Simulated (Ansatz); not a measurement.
# Rb3Pt (Pm-3m) in Ansatz: convergence with n extra bands

Aim: find how far n extra bands must go before the results for Rb3Pt settle, at r2SCAN. This setting moves, with any that are tied to it; all else stays.

All numbers are computed with Ansatz 0.2.0; they aren't measurements. Logs are shortened: lines on timing, memory, paths and dates and some standing lists are left out, and cuts for length are marked.

**1. The structure**

It takes space group Pm-3m (No. 221, cubic). The conventional cell has a = 5.499 Å, b = 5.499 Å, c = 5.499 Å, α = 90.00°, β = 90.00°, γ = 90.00°. Pt (site symmetry m-3m) has 12 Rb at 3.89 Å as nearest neighbours. Rb (site symmetry 4/mmm) has 4 Pt at 3.89 Å and 8 Rb at 3.89 Å as nearest neighbours.

The cell comes from a database or a generator and needn't be the stable form of this composition.

**2. With n extra bands 1**

File input.yaml:

```yaml
crystal:
  lattice:
    - [5.49879, 0.0, 0.0]
    - [0.0, 5.49879, 0.0]
    - [0.0, 0.0, 5.49879]
  atoms:
    - { symbol: Pt, position: [0.5, 0.5, 0.5] }
    - { symbol: Rb, position: [0.5, 0.0, 0.0] }
    - { symbol: Rb, position: [0.0, 0.5, 0.0] }
    - { symbol: Rb, position: [0.0, 0.0, 0.5] }
hamiltonian:
  xc: r2scan
  pseudopotentials: { kind: paw }
kpoints:
  mp_grid: { grid: [4, 4, 4] }
scf:
  occupations: { method: fermi_dirac, width: 0.05 }
  n_extra_bands: 1
output:
  forces: true
  stress: true
  eigenvalues: true
```

Potentials or basis: Ansatz PAW.

Run with:

```sh
$ ansatz run input.yaml --threads 2 --pin off --max-ram 5632MiB --backend cpu --events-out ev --progress --plain --runs-dir out
```

Run time: 3.8 s. Hardware: 2 threads of Arm Neoverse V2, shared host; peak memory 0.77 GiB.

Results:

- Free energy: -22369.9362 eV
- Pressure: -0.8 GPa
- Band gap on the k mesh: none (metal or under the smearing width)

**3. With n extra bands 2**

input.yaml, as its differences from that of step 2:

```diff
@@ -17,3 +17,3 @@
   occupations: { method: fermi_dirac, width: 0.05 }
-  n_extra_bands: 1
+  n_extra_bands: 2
 output:
```

Potentials or basis: Ansatz PAW.

Run with:

```sh
$ ansatz run input.yaml --threads 2 --pin off --max-ram 5632MiB --backend cpu --events-out ev --progress --plain --runs-dir out
```

Run time: 3.9 s. Hardware: 2 threads of Arm Neoverse V2, shared host; peak memory 0.77 GiB.

Results:

- Free energy: -22369.9362 eV
- Pressure: -0.8 GPa
- Band gap on the k mesh: none (metal or under the smearing width)

**4. With n extra bands 4**

input.yaml, as its differences from that of step 3:

```diff
@@ -17,3 +17,3 @@
   occupations: { method: fermi_dirac, width: 0.05 }
-  n_extra_bands: 2
+  n_extra_bands: 4
 output:
```

Run with:

```sh
$ ansatz run input.yaml --threads 2 --pin off --max-ram 5632MiB --backend cpu --events-out ev --progress --plain --runs-dir out
```

Wall time 4.2 s (2 threads of Arm Neoverse V2, shared host); peak memory 0.77 GiB.

Results:

```yaml
Free_energy: -22369.9362 eV
Pressure: -0.8 GPa
Band_gap_on_the_k_mesh: none (metal or under the smearing width)
```

**5. With n extra bands 8**

input.yaml, as its differences from that of step 4:

```diff
@@ -17,3 +17,3 @@
   occupations: { method: fermi_dirac, width: 0.05 }
-  n_extra_bands: 4
+  n_extra_bands: 8
 output:
```

Run with:

```sh
$ ansatz run input.yaml --threads 2 --pin off --max-ram 5632MiB --backend cpu --events-out ev --progress --plain --runs-dir out
```

It took 4.4 s on 2 threads of Arm Neoverse V2, shared host; peak memory 0.78 GiB.

Results (log left out):

```
Free energy            : -22369.9362 eV
Pressure               : -0.8 GPa
Band gap on the k mesh : none (metal or under the smearing width)
```

**6. With n extra bands 16**

input.yaml, as its differences from that of step 5:

```diff
@@ -17,3 +17,3 @@
   occupations: { method: fermi_dirac, width: 0.05 }
-  n_extra_bands: 8
+  n_extra_bands: 16
 output:
```

Potentials or basis: Ansatz PAW.

Run with:

```sh
$ ansatz run input.yaml --threads 2 --pin off --max-ram 5632MiB --backend cpu --events-out ev --progress --plain --runs-dir out
```

Run time: 4.8 s. Hardware: 2 threads of Arm Neoverse V2, shared host; peak memory 0.78 GiB.

The run converged. Its results:

- Free energy: -22369.9362 eV
- Pressure: -0.8 GPa
- Band gap on the k mesh: none (metal or under the smearing width)

**7. With n extra bands 32**

input.yaml, as its differences from that of step 6:

```diff
@@ -17,3 +17,3 @@
   occupations: { method: fermi_dirac, width: 0.05 }
-  n_extra_bands: 16
+  n_extra_bands: 32
 output:
```

Potentials or basis: Ansatz PAW.

Run with:

```sh
$ ansatz run input.yaml --threads 2 --pin off --max-ram 5632MiB --backend cpu --events-out ev --progress --plain --runs-dir out
```

Output:

```text
Warning: RAYON_NUM_THREADS=2 ignored (pool sized by the plan → 2); use --threads N
scf.n_extra_bands = 32 over 23 filled bands (N_el = 45.0): the run solves 55 bands
Engine: ansatz 0.2.0, aarch64-unknown-linux-gnu
Pseudopotentials: kind: paw
Pseudopotential: Pt, paw, valence charge 18, recommended cutoff 500 eV (meta_gga), Pt.paw.azcp
Pseudopotential: Rb, paw, valence charge 9, recommended cutoff 500 eV (meta_gga), Rb.paw.azcp
Functional definition: r2SCAN
  parameter k0 = 0.174
  parameter k1 = 0.065
  parameter a1 = 4.9479
  exchange = r2scan_x(k0 = k0, k1 = k1, a1 = a1)
  correlation = r2scan_c
Crystal: 4 atoms, lattice volume = 166.265 Å³
Basis set: ecut = 500 eV, 4169 PW (Γ), exchange–correlation on 180×180×180 points (64 copies of the dense FFT grid, shifted against one another)
Bands: 55, of which v1, the nominal top of the filled ones, is band 23 counted from 1 (22 counted from 0)
Symmetry: 48 space group operations
Space group: Pm-3m (ITA 221), of the structure as read, at distance tolerance 5.5e-5 Å
k-points: 10 of 64
Non-local potential: Pt, projectors of the file, l = 0: 3, l = 1: 2, l = 2: 2, l = 3: 1
Non-local potential: Rb, projectors of the file, l = 0: 3, l = 1: 2, l = 2: 2
PAW form: soft (Blöchl's): semilocal exchange-correlation on the pseudo side does not see the compensation charge
PAW frozen core: Pt, regenerated for the run's functional (the file was generated under x = pbe(κ = 0.804, μ = 0.2195149727645171), c = pbe(β = 0.06672455060314922))
PAW frozen core: Rb, regenerated for the run's functional (the file was generated under x = pbe(κ = 0.804, μ = 0.2195149727645171), c = pbe(β = 0.06672455060314922))
PAW one-centre angular grid: Pt, 590 points (default); XC on 160 Gauss nodes
PAW one-centre angular grid: Rb, 302 points (default); XC on 160 Gauss nodes
Initial density: superposition of atomic densities (neutral atoms: chi_scale 0, normalization atom), corrected by the library's trained network
Initial wavefunctions: pseudopotential atomic-orbital guess
Functional: x = r2scan, c = r2scan; τ floored in thin density (d = 2e-4 eV/Å³)
SCF iter   1: F=—  HF=-22369.940274 eV  |F-HF|=—  |Δ(HF+E_count)|=         —  Δρ=8.94e-3  dr2=2.83e-1  dr2_τ=2.28e-2  ethr=1.77e-3  ⟨swp⟩=6.1  Hψ=2713  notcnv=0  defer=145
preconditioner: auto → Resta (q_TF=auto, 2.194 Å⁻¹)  ε∞=1.9  [insulator: Δε(μ)=0.147 eV  Ē_g=16.469 eV  σ=0.050 eV  W_gap=0.62  n_scr=26 (ndim 8)  ℏωp=16.0 eV  f_vac=0.000  D(μ)=2.25/eV (n_scr^D=6)  ε∞_Penn≈1.9]
SCF iter   2: F=—  HF=-22369.965211 eV  |F-HF|=—  |Δ(HF+E_count)|=   2.49e-2  Δρ=8.69e-3  dr2=2.12e-1  dr2_τ=4.34e-2  ethr=6.30e-4  ⟨swp⟩=2.1  Hψ=779  notcnv=0  defer=243
SCF iter   3: F=—  HF=-22369.935133 eV  |F-HF|=—  |Δ(HF+E_count)|=   3.01e-2  Δρ=2.08e-3  dr2=4.79e-3  dr2_τ=2.23e-4  ethr=4.72e-4  ⟨swp⟩=2.0  Hψ=448  notcnv=0  defer=243
SCF iter   4: F=—  HF=-22369.936447 eV  |F-HF|=—  |Δ(HF+E_count)|=   1.31e-3  Δρ=6.27e-4  dr2=1.63e-3  dr2_τ=1.04e-4  ethr=1.07e-5  ⟨swp⟩=2.1  Hψ=767  notcnv=0  defer=243
SCF iter   5: F=—  HF=-22369.936293 eV  |F-HF|=—  |Δ(HF+E_count)|=   1.53e-4  Δρ=1.32e-4  dr2=5.84e-5  dr2_τ=6.95e-7  ethr=3.61e-6  ⟨swp⟩=2.0  Hψ=368  notcnv=0  defer=243
SCF iter   6: F=—  HF=-22369.936232 eV  |F-HF|=—  |Δ(HF+E_count)|=   6.11e-5  Δρ=1.57e-5  dr2=9.09e-7  dr2_τ=1.20e-7  ethr=1.30e-7  ⟨swp⟩=2.0  Hψ=373  notcnv=0  defer=243
SCF iter   7: F=-22369.936233 eV  HF=-22369.936233 eV  |F-HF|=9.55e-9  |Δ(HF+E_count)|=   3.88e-7  Δρ=3.68e-6  dr2=4.36e-8  dr2_τ=1.18e-9  ethr=2.22e-10  ⟨swp⟩=14.1  Hψ=3793  notcnv=0
SCF 1 converged in 7 iterations: F = -22369.936233 eV  dr2 = 4.36e-8
SCF converged after 7 iterations
Free energy (F): -22369.936233 eV
Harris-Foulkes:  -22369.936233 eV  (|F-HF|=9.55e-9)
Internal energy: -22369.917426 eV  (E = F + TS)
E sigma→0 (E₀):  -22369.926830 eV
Entropy (-TS):   -0.018806 eV (-4.702 meV/atom)
Fermi energy:    6.206065 eV
--- Per-component energies (eV) ---
  E_band       = -662.761662
  E_kinetic    = 1219.023752
  E_local      = -4718.317777  (includes V_loc(G=0)·N_el)
  E_nonlocal   = 721.466512
  E_hartree    = 1634.932429
  E_xc         = -621.968323
  E_vxc        = -788.604515  (∫ρ·V_xc dr)
  E_paw        = -17385.923734  (= ΣΔE_a)
  E_vpaw       = -413.503964  (= ΣTr[D̂ρ^β])
  E_aug_tail   = 0.000150  (compensation charges beyond the density's cutoff)
  E_vtau       = 47.318795  (kinetic-family band-sum trace: ∫τ·v_τ [+ j·A + Jᵃ·Aᵃ] dr)
  E_ewald      = -3218.458159
  E_core_change = -0.672277  (= ΣΔE_core)
  E_smearing   = -0.018806  (= −TS)
  E_closure    = 0.000000  (closes the sum)
  Σ components = -22369.936233   (vs F -22369.936233, Δ=0.00e0)
--- Forces (eV/Å), atoms counted from 1 ---
  atom   1  Pt     0.00000000    -0.00000000    -0.00000000
  atom   2  Rb    -0.00000000     0.00000000     0.00000000
  atom   3  Rb    -0.00000000     0.00000000     0.00000000
  atom   4  Rb    -0.00000000    -0.00000000     0.00000000
  max |Σ_I F_I| component: 6.94e-29 eV/Å
--- Stress (GPa, compression-positive) ---
       -0.760008      -0.000000       0.000000
       -0.000000      -0.760008       0.000000
        0.000000       0.000000      -0.760008
  P = ⅓ Tr σ = -0.7600 GPa (-7.600 kbar)
--- Band table (eV; the first three rows and the last of 10) ---
  k-point 0: bands = ["-92.0260", "-45.6912", "-45.6912", "-45.6912", "-23.5785", "-23.4654", "-23.4654", "-7.4413", "-7.4413", "-7.4413", "-6.9337", "-6.9337", "-6.9337", "-6.8006", "-6.8006", "-6.8006", "2.8904", "4.7780", "4.7780", "4.9625", "4.9625", "4.9625", "5.7011", "9.1992", "9.1992", "9.3595", "9.3595", "9.3595", "9.5370", "9.5370", "9.5370", "11.9964", "13.0588", "13.0588", "13.0588", "13.9373", "13.9373", "13.9373", "14.3390", "14.3390", "15.6671", "15.9992", "15.9992", "15.9992", "16.3535", "16.3535", "16.3535", "16.3947", "17.8394", "17.8394", "18.9859", "18.9859", "18.9859", "20.6827", "20.9247"]
  k-point 1: bands = ["-92.0260", "-45.6912", "-45.6912", "-45.6912", "-23.5641", "-23.4798", "-23.4653", "-7.3960", "-7.3960", "-7.3709", "-6.9576", "-6.9576", "-6.9442", "-6.9115", "-6.8288", "-6.8288", "3.2616", "4.8555", "4.8894", "4.9814", "5.0190", "5.0190", "5.9154", "7.6935", "8.8201", "8.8201", "9.3902", "9.5749", "10.0553", "10.0553", "10.3518", "11.4809", "12.5231", "12.7524", "12.7524", "13.0281", "13.6018", "14.1622", "14.1622", "14.4629", "15.2886", "15.5843", "15.5843", "16.0052", "16.8786", "17.6252", "17.6580", "17.6580", "17.9930", "18.2792", "19.1945", "19.2111", "19.2111", "20.2575", "21.6902"]
  k-point 2: bands = ["-92.0260", "-45.6912", "-45.6912", "-45.6912", "-23.5408", "-23.5030", "-23.4651", "-7.3384", "-7.3384", "-7.2259", "-7.0964", "-7.0015", "-7.0015", "-6.9547", "-6.8494", "-6.8494", "3.7894", "4.9322", "5.0005", "5.0795", "5.0795", "5.1463", "5.5783", "7.2891", "8.5156", "8.5156", "9.4255", "10.2635", "10.3110", "10.4760", "10.4760", "11.0266", "12.1122", "12.1141", "12.1141", "12.1190", "12.1219", "14.4512", "15.1399", "15.1399", "15.1846", "15.1846", "16.0113", "17.0537", "17.4222", "17.7969", "18.2344", "18.2344", "18.4182", "18.9427", "19.6565", "19.6565", "19.6695", "19.8713", "20.5757"]
  k-point 9: bands = ["-92.0260", "-45.6912", "-45.6912", "-45.6912", "-23.5022", "-23.5022", "-23.5022", "-7.7893", "-7.2907", "-7.2907", "-7.2907", "-6.9089", "-6.9089", "-6.7272", "-6.7272", "-6.7272", "3.9784", "4.8390", "4.8390", "4.8390", "5.1604", "5.1604", "8.1291", "8.1291", "8.1291", "8.2983", "8.2983", "8.2983", "8.7369", "11.1833", "11.1833", "11.1833", "12.2747", "12.2747", "12.2747", "13.0349", "13.7585", "13.7585", "15.5006", "15.5006", "15.5006", "15.6461", "15.9571", "15.9571", "15.9571", "16.7809", "16.7809", "16.7809", "17.3502", "17.3502", "17.3502", "19.7214", "19.7214", "20.6610", "20.6610"]
```

Run time: 5.4 s. Hardware: 2 threads of Arm Neoverse V2, shared host; peak memory 0.79 GiB.

Results:

```
Free energy            : -22369.9362 eV
Pressure               : -0.8 GPa
Band gap on the k mesh : none (metal or under the smearing width)
```

**8. Summary**

```tsv
n extra bands	energy less the tightest run, at zero smearing (meV/atom)	SCF cycles	CPU time (s)	peak memory (GiB)
1	0.00	8	7.4	0.77
2	0.00	8	7.6	0.77
4	0.00	8	8.1	0.77
8	0.00	8	8.5	0.78
16	0.00	8	9.4	0.78
32	0.00	7	11	0.79
```

Against the tightest run, the energy stays within 1 meV/atom from 1 on. The tightest run that finished is the yardstick and may itself not be fully converged.

Caveats: the PAW data sets come from PBE, with cores solved anew for the run's functional, which leaves a small shift of forces and pressure.
